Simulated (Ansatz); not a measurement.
# SnHBrOF2 (SMILES [OH][Sn]([F])([F])[Br]) at CCSD/def2-SVP (core potential)

Aim: the energy change on altering one bond length of SnHBrOF2 at CCSD/def2-SVP (core potential), from 2 runs. 

The calculation is run with Ansatz 0.2.0.

84 further runs of the same task are left out: 2 that didn't finish, 82 set aside as unsound or not needed. Runs told in other sessions of the task aren't counted.

## Step 1: The structure to begin with

SnHBrOF2: 6 atoms, total charge 0, spin state singlet. As SMILES, `[OH][Sn]([F])([F])[Br]`. Geometry: relaxed at PBE0-D4/def2-TZVP. This is one conformer, not always the lowest.

Bond lengths: O1–Sn2 1.925 Å, Sn2–F3 1.886 Å, Sn2–F4 1.895 Å, Sn2–Br5 2.424 Å, O1–H6 0.962 Å. Angles: O1–Sn2–F3 105.7°, O1–Sn2–F4 109.6°, O1–Sn2–Br5 115.8°, F3–Sn2–F4 105.9°, F3–Sn2–Br5 110.7°, F4–Sn2–Br5 108.6°, Sn2–O1–H6 113.6°.

## Step 2: A single-point energy at CCSD/def2-SVP (core potential)

input.yaml

```yaml
crystal:
  periodic: [false, false, false]
  atoms:
    - {symbol: O, position_ang: [-0.508100, 0.063600, 1.499700]}
    - {symbol: Sn, position_ang: [-0.078900, -0.013200, -0.374900]}
    - {symbol: F, position_ang: [-1.653500, 0.495100, -1.280000]}
    - {symbol: F, position_ang: [0.253500, -1.809000, -0.879000]}
    - {symbol: Br, position_ang: [1.795600, 1.350200, -1.085700]}
    - {symbol: H, position_ang: [0.233500, -0.150700, 2.073700]}
basis:
  gaussian: {orbitals: def2-SVP}
correlation: {method: ccsd, frozen_orbitals: {Br: 9, F: 1, H: 0, O: 1, Sn: 4}}
accuracy: high
scf: {omitted_lower_state_checks: [cluster_reference, increment]}
```

Command:

```bash
$ ansatz run input.yaml --threads 1 --pin off --max-ram 2610MiB --events-out events.jsonl --progress --plain --runs-dir runs
```

The program printed, shortened:

```text
Warning: RAYON_NUM_THREADS=1 ignored (pool sized by the plan → 1); use --threads N
Functional definition: HF
  name "HF"
[...]
2159 factors; integrals over basis functions are off by at most 1.1e-8 eV
[...]
mean field -83257.35405200 eV, -3059.6513275496 hartree, gradient 2.2e-8 eV, S^2 0.000000; 0 other end points of the search recorded, 0 dependent functions left out
16 core orbitals not correlated: weight in the atoms' cores, before any rotation towards them, 1.000 or more for the frozen orbitals, at most 0.000 for the correlated occupied ones
reference -83257.35405200 eV, -3059.6513275496 hartree; 26, 26 occupied and 63, 63 virtual orbitals, 2159 factors
second order -24.48956126 eV of doubles, -0.00000000 eV of singles
cycle   1  -24.05458194 eV  change    4.3e-1 eV  update   1.2e-1
[...]
cycle  22  -24.68331840 eV  change   7.8e-10 eV  update   2.3e-9
Total energy: -83282.03737041 eV, -3060.5584227700 hartree
Checks for a lower state left out: cluster_reference, increment
```

Run time: 70 s. Hardware: 1 thread of Arm Neoverse V2, shared host; peak memory 0.79 GiB.

## Step 3: The distorted shape at the same level

in.yaml

```yaml
crystal:
  periodic: [false, false, false]
  atoms:
    - {symbol: O, position_ang: [-1.101356, 0.235033, 1.040519]}
    - {symbol: Sn, position_ang: [-0.672156, 0.158233, -0.834081]}
    - {symbol: F, position_ang: [-2.246756, 0.666533, -1.739181]}
    - {symbol: F, position_ang: [-0.339756, -1.637567, -1.338181]}
    - {symbol: Br, position_ang: [1.202344, 1.521633, -1.544881]}
    - {symbol: H, position_ang: [0.233500, -0.150700, 2.073700]}
basis:
  gaussian:
    orbitals: def2-SVP
correlation:
  method: ccsd
  frozen_orbitals: {Br: 9, F: 1, H: 0, O: 1, Sn: 4}
accuracy: high
scf:
  omitted_lower_state_checks: [cluster_reference, increment]
```

Command:

```bash
$ ansatz run in.yaml --threads 1 --pin off --max-ram 2610MiB --events-out events.jsonl --progress --plain --runs-dir runs
```

The program printed, shortened:

```text
Warning: RAYON_NUM_THREADS=1 ignored (pool sized by the plan → 1); use --threads N
[... 2 set-up lines as earlier in the session ...]
[...]
2158 factors; integrals over basis functions are off by at most 1.1e-8 eV
[...]
mean field -83252.53916311 eV, -3059.4743836463 hartree, gradient 1.0e-8 eV, S^2 0.000000; 0 other end points of the search recorded, 0 dependent functions left out; unrestricted orbitals would lower it
16 core orbitals not correlated: weight in the atoms' cores, before any rotation towards them, 1.000 or more for the frozen orbitals, at most 0.000 for the correlated occupied ones
reference -83252.53916311 eV, -3059.4743836463 hartree; 26, 26 occupied and 63, 63 virtual orbitals, 2158 factors
second order -25.37842070 eV of doubles, -0.00000000 eV of singles
cycle   1  -24.65403606 eV  change    7.2e-1 eV  update   1.5e-1
[...]
cycle  31  -25.62954137 eV  change   5.0e-10 eV  update   2.9e-9
Total energy: -83278.16870448 eV, -3060.4162519194 hartree
Checks for a lower state left out: cluster_reference, increment
```

It took 94 s on 1 thread of Arm Neoverse V2, shared host; peak memory 0.79 GiB.

## Step 4: Summary of results

Level: CCSD/def2-SVP (core potential), 16 core orbitals frozen.

| quantity | value |
| --- | --- |
| first shape: total energy | -3060.55842 Eh |
| first shape: correlation energy (16 core orbitals frozen) | -907.1 mEh |
| first shape: T1 diagnostic | 0.011 |
| distorted shape: total energy | -3060.41625 Eh |
| distorted shape: correlation energy (16 core orbitals frozen) | -941.9 mEh |
| distorted shape: T1 diagnostic | 0.015 |
| energy change with the O1–H6 bond stretched from 0.962 to 1.732 Å | 3.869 eV |

One bond (distorted shape) is far stretched, which a spin-restricted single reference describes badly; a broken-symmetry solution may lie lower. With the O1–H6 bond stretched from 0.962 to 1.732 Å the energy rises by 3.87 eV (373 kJ/mol). The first shape isn't relaxed at this level, so the change isn't measured from a minimum. A restricted reference can't describe the breaking bond well at this length. The restricted solution (distorted shape) is unstable to spin breaking: an unrestricted one lies lower.
